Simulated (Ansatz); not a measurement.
# LiSe4: the cost of one run

Program: Ansatz 0.2.0. Level of theory: DFT PBE, scalar-relativistic, plane waves, PAW. These are calculated values, not measurements.

### 1 The starting structure

Symmetry: C2, No. 5, monoclinic system. Conventional cell: a = 11.581 Å, b = 4.912 Å, c = 3.712 Å, α = 90.00°, β = 90.00°, γ = 90.00°. Li (site symmetry 2) has 2 Se at 2.32 Å as nearest neighbours. Around Se (site symmetry 1) lie 1 Li at 2.32 Å and 3 Se at 2.43 to 2.47 Å. Se (site symmetry 1) is surrounded by 3 Se at 2.43 to 2.47 Å.

Coordinates:

```xyz
5
Lattice="5.7904 -2.4561 0.0000 5.7904 2.4561 0.0000 0.0000 0.0000 3.7121" Properties=species:S:1:pos:R:3 pbc="T T T"
Li    5.7904   -0.9316    1.8561
Se    1.7412    0.2964    0.9280
Se    7.5315    1.1806    2.7841
Se    4.0492    1.1806    0.9280
Se    9.8396    0.2964    2.7841
```

A structure generator made this guess: Li between sheets of the P type, stage 1 (C2, No. 5). Lengths come from tabulated atomic sizes and are only a guess.

### 2 The guess as it stands, on a coarse mesh

Contents of input.yaml:

```yaml
crystal:
  lattice:
    - [5.79036216, -2.45607477, 0.0]
    - [5.79036216, 2.45607477, 0.0]
    - [0.0, 0.0, 3.71214953]
  atoms:
    - { symbol: Li, position: [0.68964994, 0.31035006, 0.5] }
    - { symbol: Se, position: [0.08999999, 0.21070011, 0.25] }
    - { symbol: Se, position: [0.41000001, 0.89070009, 0.75] }
    - { symbol: Se, position: [0.10929991, 0.58999999, 0.25] }
    - { symbol: Se, position: [0.78929989, 0.91000001, 0.75] }
basis:
  ecutwfc: 420
kpoints:
  mp_grid: { grid: [4, 4, 6] }
hamiltonian:
  xc: pbe
scf:
  occupations: { method: gaussian, width: 0.1 }
  lower_state_search: "off"
output:
  forces: true
  stress: true
  eigenvalues: true
```

Started as:

```console
$ ansatz run input.yaml --threads 1 --pin off --max-ram 2560MiB --backend cpu --events-out ev --progress --plain --runs-dir out
```

**Question.** How long does this run take on 1 thread of Arm Neoverse V1, shared host, and how much memory does it need?

About 14 s, with a peak of 0.38 GiB.
